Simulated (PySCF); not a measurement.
# Cl2Gd (Gd(Cl)2): the cost of one run

The runs use PySCF 2.14.0; several levels, as the steps say, no spin–orbit coupling.

1 further run of the same task is left out (for a known fault of the program).

**1. The system as given**

3 atoms, charge 0, spin multiplicity 1.

Bond lengths: Gd1–Cl2 2.608 Å, Gd1–Cl3 2.608 Å. Angles: Cl2–Gd1–Cl3 140.5°.

As a file:

```mol
Cl2Gd
  3D, bonds by distance, orders not assigned

  3  2  0  0  0  0  0  0  0  0999 V2000
    0.0000   -0.0000   -0.1789 Gd  0  0
    2.4547   -0.0000    0.7029 Cl  0  0
   -2.4547    0.0000    0.7029 Cl  0  0
  1  2  8  0
  1  3  8  0
M  END
```

Formal oxidation states: Gd +2. Each metal's 8 4f electrons lie in its core potential, so multiplicities, spins and levels count the valence alone. For divalent La, Ce, Gd or Lu the extra electron is normally 5d or 6s, so this core forces an excited configuration. An earlier session relaxed this geometry at PBE0, Gd lcecp-0-SVP with ECP54, Cl def2-SVP (singlet, point group C2v).

At PBE0 on the finer grid: E = -949.870099 Eh, frontier levels not given, since the 4f levels lie in the core, Mulliken charge on Gd1 +0.84 e, largest force component 0.005 eV/Å. 

Levels to run: B3LYP; BLYP; PBE0, TZVP. Hardware: 2 threads of Arm Neoverse V2, shared host.

**2. B3LYP**

Input file run.py (the lines that set the calculation):

```python
mol = gto.M(atom='''
Gd     0.00000     0.00000    -0.17890
Cl     2.45470     0.00000     0.70287
Cl    -2.45470     0.00000     0.70287''',
    basis={'Gd': 'lcecp-0-SVP', 'Cl': 'def2-SVP'},
    ecp={'Gd': 'lcecp-0-SVP'},
    charge=0, spin=0)
mf = dft.RKS(mol, xc='B3LYP')
mf.grids.atom_grid = (75, 302)  # f atoms: unpruned, at least (60, 302)
mf = mf.density_fit()  # fitting sets: Gd AutoAux, Cl def2-universal-JKFIT
mf.conv_tol = 1e-08; mf.max_cycle = 55
mf.kernel(dm0)  # dm0: the density of the relaxed state
```

The run is started by

```
$ OMP_NUM_THREADS=2 python run.py
```

**Question.** How long does this run take on 2 threads of Arm Neoverse V2, shared host?

About 1.6 s.
